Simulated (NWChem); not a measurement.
**One shape, several levels: C2H5AlBrCl (SMILES C[CH2][Al]([Cl])[Br])**

Wanted: a comparison of 4 runs (HF/STO-3G, HF/3-21G, B3LYP/6-31G*) of C2H5AlBrCl. 

The calculation is run with NWChem 7.3.0.

## 1. The system as given

C2H5AlBrCl has 10 atoms, charge 0, and is taken as a singlet. SMILES: `C[CH2][Al]([Cl])[Br]`. The shape is that of a PBE0-D4/def2-TZVP optimisation. This is one conformer, not always the lowest.

Bond lengths: C1–C2 1.527 Å, C2–Al3 1.940 Å, Al3–Cl4 2.092 Å, Al3–Br5 2.251 Å, C1–H6 1.092 Å, C1–H7 1.094 Å, C1–H8 1.092 Å, C2–H9 1.097 Å, C2–H10 1.097 Å. Some angles: C1–C2–Al3 116.2°, C2–Al3–Cl4 121.1°, C2–Al3–Br5 122.0°, Cl4–Al3–Br5 117.0°, C1–C2–H9 110.9°, C1–C2–H10 110.9°, Al3–C2–H9 106.7°, Al3–C2–H10 106.7°, C2–C1–H6 111.7°, C2–C1–H7 111.4°.

## 2. Energy and forces at HF/STO-3G (run 1)

Contents of run.py:

```python
from ase import Atoms
from ase.calculators.nwchem import NWChem

atoms = Atoms(['C', 'C', 'Al', 'Cl', 'Br', 'H', 'H', 'H', 'H', 'H'], positions=[
    [-0.425600, 0.112600, 1.294600],
    [0.354600, -0.579200, 0.179500],
    [0.262300, 0.249500, -1.572700],
    [1.270700, -0.573800, -3.210700],
    [-0.924600, 2.126500, -1.942600],
    [-1.492400, 0.169500, 1.066900],
    [-0.320800, -0.418900, 2.244500],
    [-0.082100, 1.137400, 1.452800],
    [0.022600, -1.617600, 0.054800],
    [1.418600, -0.657200, 0.435800],
])

calc = NWChem(
    label='c2h5albrcl',
    theory='scf',
    memory='2200 mb',
    basis='STO-3G',
    basispar='spherical bse',
    scf={'nopen': '0', 'rhf': None, 'thresh': '1e-08', 'maxiter': '80'},
)
atoms.calc = calc

forces = atoms.get_forces()
print(f"energy = {atoms.get_potential_energy():.6f} eV")
print("forces (eV/A):")
for s, f in zip(atoms.symbols, forces):
    print(f"{s:2s} {f[0]:10.5f} {f[1]:10.5f} {f[2]:10.5f}")
print("dipole (e A):", atoms.get_dipole_moment().round(4))
```

The run is started by

```console
$ export ASE_NWCHEM_COMMAND="nwchem PREFIX.nwi > PREFIX.nwo"
$ python run.py
```

The log of the run:

```text
energy = -90238.036694 eV
forces (eV/A):
C    -0.43385    0.37739    0.64977
C     0.80974   -0.46141   -1.82188
Al   -0.63897    0.76516    0.41508
Cl   -0.25032    0.19175    0.44048
Br    0.80296   -1.24390    0.18635
H     0.23382   -0.08685    0.02098
H    -0.01409    0.12470   -0.25937
H    -0.00046   -0.24821   -0.04242
H    -0.01882    0.45401    0.26997
H    -0.49000    0.12737    0.14105
dipole (e A): [-0.0218 -0.191   0.5652]
```

The calculator wrote c2h5albrcl.nwi:

```
title "c2h5albrcl"

permanent_dir c2h5albrcl

scratch_dir c2h5albrcl

start c2h5albrcl

geometry units angstrom nocenter noautosym noautoz
  C  -4.2559999999999998e-01 1.1260000000000001e-01 1.2946000000000000e+00
  C  3.5460000000000003e-01 -5.7920000000000005e-01 1.7949999999999999e-01
  Al 2.6229999999999998e-01 2.4950000000000000e-01 -1.5727000000000000e+00
  Cl 1.2706999999999999e+00 -5.7379999999999998e-01 -3.2107000000000001e+00
  Br -9.2459999999999998e-01 2.1265000000000001e+00 -1.9426000000000001e+00
  H  -1.4923999999999999e+00 1.6950000000000001e-01 1.0669000000000000e+00
  H  -3.2079999999999997e-01 -4.1889999999999999e-01 2.2444999999999999e+00
  H  -8.2100000000000006e-02 1.1374000000000000e+00 1.4528000000000001e+00
  H  2.2599999999999999e-02 -1.6175999999999999e+00 5.4800000000000001e-02
  H  1.4186000000000001e+00 -6.5720000000000001e-01 4.3580000000000002e-01
end

memory 2200 mb

basis spherical bse noprint
   * library STO-3G
end

scf
  nopen 0
  rhf
  thresh 1e-08
  maxiter 80
end

task scf gradient
```

c2h5albrcl.nwo:

```text
Northwest Computational Chemistry Package (NWChem) 7.3.0
             --------------------------------------------------------

           Job information
           ---------------

    nwchem branch   = 7.3.0
    use scalapack   = T
    input           = c2h5albrcl.nwi
    prefix          = c2h5albrcl.
    data base       = c2h5albrcl/c2h5albrcl.db
    status          = startup
    nproc           =        1

           Memory information
           ------------------

[... 5 lines left out ...]
    hardfail = no
[... 140 lines left out ...]
         Quadratically convergent ROHF
[... 14 lines left out ...]
       Final RHF  results
[... 4 lines left out ...]
      Two-electron energy =   1764.015317713897
[... 60 lines left out ...]
                       ROHF Final Molecular Orbital Analysis
[... 245 lines left out ...]
                 ----------------------------------------
                 |  Time  |  1-e(secs)   |  2-e(secs)   |
                 ----------------------------------------
                 |  CPU   |       0.00   |       1.32   |
                 ----------------------------------------
                 |  WALL  |       0.00   |       1.32   |
                 ----------------------------------------

 Task  times  cpu:        4.4s     wall:        4.4s
 Total times  cpu:        4.4s     wall:        4.4s
```

Wall time 5.4 s (1 thread of AMD EPYC 9R45 (Zen 5), shared host); peak memory 0.1 GiB.

## 3. Energy and gradient at HF/3-21G (run 2)

Contents of nw.xyz:

```xyz
10
C2H5AlBrCl gradient
C     -0.425600     0.112600     1.294600
C      0.354600    -0.579200     0.179500
Al     0.262300     0.249500    -1.572700
Cl     1.270700    -0.573800    -3.210700
Br    -0.924600     2.126500    -1.942600
H     -1.492400     0.169500     1.066900
H     -0.320800    -0.418900     2.244500
H     -0.082100     1.137400     1.452800
H      0.022600    -1.617600     0.054800
H      1.418600    -0.657200     0.435800
```

Contents of run.py:

```python
from ase.io import read
from ase.calculators.nwchem import NWChem

mol = read('nw.xyz')

calc = NWChem(
    label='nw',
    theory='scf',
    memory='2200 mb',
    basis='3-21G',
    basispar='spherical bse',
    scf={'nopen': '0', 'rhf': None, 'thresh': '1e-08', 'maxiter': '80'},
)
mol.calc = calc

forces = mol.get_forces()
print("Total energy (eV):", round(mol.get_potential_energy(), 6))
print("forces (eV/A):")
for s, f in zip(mol.symbols, forces):
    print(f"{s:2s} {f[0]:10.5f} {f[1]:10.5f} {f[2]:10.5f}")
print("dipole (e A):", mol.get_dipole_moment().round(4))
```

The run is started by

```console
$ export ASE_NWCHEM_COMMAND="nwchem PREFIX.nwi > PREFIX.nwo"
$ python run.py
```

The log of the run:

```text
Total energy (eV): -90785.365289
forces (eV/A):
C    -0.47679    0.42182    0.69291
C     0.55196   -0.72320   -0.21165
Al   -0.41873    0.12773    1.21855
Cl    0.89238   -0.74228   -1.41272
Br   -0.56559    0.90570   -0.20317
H     0.27372   -0.06412    0.03569
H    -0.00643    0.12593   -0.29074
H    -0.03728   -0.27783   -0.04906
H     0.04381    0.21762    0.15108
H    -0.25711    0.00859    0.06906
dipole (e A): [-0.036  -0.1963  0.6304]
```

The calculator wrote nw.nwi:

```
title "nw"

permanent_dir nw

scratch_dir nw

start nw

geometry units angstrom nocenter noautosym noautoz
  C  -4.2559999999999998e-01 1.1260000000000001e-01 1.2946000000000000e+00
  C  3.5460000000000003e-01 -5.7920000000000005e-01 1.7949999999999999e-01
  Al 2.6229999999999998e-01 2.4950000000000000e-01 -1.5727000000000000e+00
  Cl 1.2706999999999999e+00 -5.7379999999999998e-01 -3.2107000000000001e+00
  Br -9.2459999999999998e-01 2.1265000000000001e+00 -1.9426000000000001e+00
  H  -1.4923999999999999e+00 1.6950000000000001e-01 1.0669000000000000e+00
  H  -3.2079999999999997e-01 -4.1889999999999999e-01 2.2444999999999999e+00
  H  -8.2100000000000006e-02 1.1374000000000000e+00 1.4528000000000001e+00
  H  2.2599999999999999e-02 -1.6175999999999999e+00 5.4800000000000001e-02
  H  1.4186000000000001e+00 -6.5720000000000001e-01 4.3580000000000002e-01
end

memory 2200 mb

basis spherical bse noprint
   * library 3-21G
end

scf
  nopen 0
  rhf
  thresh 1e-08
  maxiter 80
end

task scf gradient
```

nw.nwo:

```text
Northwest Computational Chemistry Package (NWChem) 7.3.0
             --------------------------------------------------------

           Job information
           ---------------

    nwchem branch   = 7.3.0
    use scalapack   = T
    input           = nw.nwi
    prefix          = nw.
    data base       = nw/nw.db
    status          = startup
    nproc           =        1

           Memory information
           ------------------

[... 5 lines left out ...]
    hardfail = no
[... 140 lines left out ...]
         Quadratically convergent ROHF
[... 14 lines left out ...]
       Final RHF  results
[... 4 lines left out ...]
      Two-electron energy =   1754.003408805353
[... 60 lines left out ...]
                       ROHF Final Molecular Orbital Analysis
[... 279 lines left out ...]
                 ----------------------------------------
                 |  Time  |  1-e(secs)   |  2-e(secs)   |
                 ----------------------------------------
                 |  CPU   |       0.00   |       1.58   |
                 ----------------------------------------
                 |  WALL  |       0.00   |       1.58   |
                 ----------------------------------------

 Task  times  cpu:        5.2s     wall:        5.2s
 Total times  cpu:        5.2s     wall:        5.2s
```

It took 6 s on 1 thread of AMD EPYC 9R45 (Zen 5), shared host; peak memory 0.1 GiB.

Run 3 isn't shown in full; the table further down has it.

## 4. Energy and forces at B3LYP/6-31G(d) (Cartesian functions) (run 4)

Contents of input.nw:

```
start input
title "C2H5AlBrCl gradient"
memory stack 880 mb heap 220 mb global 1100 mb
charge 0
geometry units au noautosym nocenter noautoz
 C  -0.80426744  0.21278316  2.44643944
 C   0.67009688 -1.09452937  0.33920584
 Al  0.49567516  0.47148667 -2.97197228
 Cl  2.40127499 -1.08432485 -6.06734367
 Br -1.74724077  4.01850260 -3.67098197
 H  -2.82022727  0.32030858  2.01614880
 H  -0.60622414 -0.79160627  4.24149029
 H  -0.15514651  2.14937449  2.74539411
 H   0.04270781 -3.05682098  0.10355699
 H   2.68076548 -1.24192801  0.82354265
end
basis "ao basis"
 * library 6-31G*
end
dft
 xc b3lyp
 grid fine
 convergence energy 1e-08
 iterations 100
 mulliken
end
task dft gradient
```

The run is started by

```console
$ nwchem input.nw > input.out
```

The log of the run:

```text
[...]
          Wavefunction type:  closed shell.
          No. of atoms     :    10
          No. of electrons :    82
[...]
          Charge           :     0
          Spin multiplicity:     1
[...]
          AO basis - number of functions:   113
[...]
              XC Information
              --------------
                         B3LYP Method XC Potential
                     Hartree-Fock (Exact) Exchange  0.200
                        Slater Exchange Functional  0.800 local
                    Becke 1988 Exchange Functional  0.720 non-local
              Lee-Yang-Parr Correlation Functional  0.810
                  VWN I RPA Correlation Functional  0.190 local
[...]
 d= 0,ls=0.0,diis     1  -3355.8260785541 -3.81D+03  1.09D-02  1.78D+00     2.9
[...]
 d= 0,ls=0.0,diis     8  -3355.8858023066  3.95D-09  3.61D-06  2.86D-07    17.7
         Total DFT energy =    -3355.885802306645
      One electron energy =    -5556.480327841412
           Coulomb energy =     1902.141852673410
    Exchange-Corr. energy =     -151.057245203664
 Nuclear repulsion energy =      449.509918065020
[...]
  wavefunction    = closed shell
[...]
```

Wall time 30 s (1 thread of AMD EPYC 9R45 (Zen 5), shared host); peak memory 0.13 GiB.

## 5. All runs side by side

```tsv
run	level	iteration cap	module	energy (Eh)	dipole moment (D)	HOMO energy (eV)	LUMO energy (eV)	wall time
1	HF/STO-3G	80	scf	-3316.186710	2.87	-8.44	7.24	5.4 s
2	HF/3-21G	80	scf	-3336.300665	3.18	-11.17	1.54	6 s
3	B3LYP/6-31G* (spherical functions)	100	dft	-3355.871074	2.40	-7.95	-1.19	29 s
4	B3LYP/6-31G* (Cartesian functions)	100	dft	-3355.885802	2.39	-7.95	-1.19	30 s
```

## 6. What came out

| quantity | value |
| --- | --- |
| run 4: total energy | -3355.88580 Eh |
| run 4: dipole moment | 2.39 D |
| run 4: HOMO energy | -7.95 eV |
| run 4: LUMO energy | -1.19 eV |
| run 4: HOMO–LUMO gap | 6.76 eV |
| run 4: largest force on an atom | 0.393 eV/Å |

What this shows: The dipole moment (its size) runs from 2.39 D (B3LYP/6-31G*) to 3.18 D (HF/3-21G). The two ends differ in method and basis. The HOMO–LUMO gap runs from 6.76 eV (B3LYP/6-31G*) to 15.68 eV (HF/STO-3G). In run 1 the basis is minimal, so the values are rough. All runs together took 71 s, the longest 30 s.
